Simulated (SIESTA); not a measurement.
## TaRh3 under changes of volume

One of the cells (14.666 Å³/atom); the others are scaled copies at fixed shape and fractional positions:

```xyz
4
Lattice="3.8856 0.0000 0.0000 0.0000 3.8856 0.0000 0.0000 0.0000 3.8856" Properties=species:S:1:pos:R:3 pbc="T T T"
Ta    0.0000    0.0000    0.0000
Rh    1.9428    1.9428    0.0000
Rh    1.9428    0.0000    1.9428
Rh    0.0000    1.9428    1.9428
```

* Program: SIESTA 5.4.2
* Functional: PBEsol
* Potentials or basis: PseudoDojo 0.4 standard (PBEsol files)
* Basis: DZP (energy shift 0.003 Ry; two zetas on semicore shells)
* Grid cutoff: 800 Ry
* Energy shift: 0.003 Ry
* k mesh: 7 × 7 × 7
* Occupations: fermi-dirac, width 0.05 eV
* Spin: no spin polarisation

```tsv
volume (Å³/atom)	energy over the lowest point (meV/atom)	pressure (GPa)
13.515	49.73	21.3
13.803	18.88	13.4
14.091	?	?
14.666	0.00	-5.1
14.953	13.89	-10.2
15.241	36.22	-14.5
```

Q: What does the run at 14.091 Å³/atom give?

A: Energy over the lowest point 1.16 meV/atom; pressure 6.6 GPa.

Worked out: A Birch-Murnaghan fit of order 3 (a polynomial in V^(-2/3)) to the other rows has its minimum at 14.39 Å³/atom with B0 = V·E''(V) = 290 GPa and B' = 4.7. It gives 1.25 meV/atom at 14.091 Å³/atom, against the run's 1.16, and -dE/dV = 6.4 GPa, against 6.6.

Energies are extrapolated to zero smearing.

Caveats: short orbitals over semicore shells can move pressures by several GPa; the basis of atomic orbitals isn't converged, which shifts pressures, moduli and gaps.
